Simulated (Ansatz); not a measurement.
Runs of Ansatz 0.2.0 on Fe4Si. The structure is orthorhombic, space group Fmmm (No. 69). The conventional cell has a = 3.044 Å, b = 4.055 Å, c = 18.933 Å, α = 90.00°, β = 90.00°, γ = 90.00°. Fe (site symmetry mm2) is surrounded by 2 Si at 2.34 Å and 6 Fe at 2.49 to 2.54 Å. Fe (site symmetry mm2) has 12 Fe at 2.49 to 2.83 Å as nearest neighbours. Around Si (site symmetry mmm) lie 4 Fe at 2.34 Å and 4 Si at 2.54 Å. The cell comes from a database or a generator and needn't be the stable form of this composition.

```csv
potentials or basis,cutoff (eV),gap on the mesh (eV),pressure (GPa),moment (μB),largest force (eV/Å)
PseudoDojo standard (PBEsol files),1225,none,-8.3,9.04,0.08
Ansatz PAW earlier set,844,none,-9.2,8.81,0.06
JTH PAW,1320,none,(b),8.84,(a)
Ansatz PAW,420,none,-9.2,8.81,0.06
PseudoDojo stringent (PBEsol files),1605,none,-8.9,8.93,0.08
```

Alike in all rows: task single point; level PBEsol; spin collinear, ferromagnetic start; cell as given; k mesh 11 × 11 × 11; smearing fermi-dirac 0.05 eV.

Task: Estimate the missing entries.

Result: (a) 0.07; (b) -9.6.

Caveats: the PAW data sets come from PBE, with cores solved anew for the run's functional, which leaves a small shift of forces and pressure (some runs).

A gap of «none» marks a metal or a gap under the smearing width.
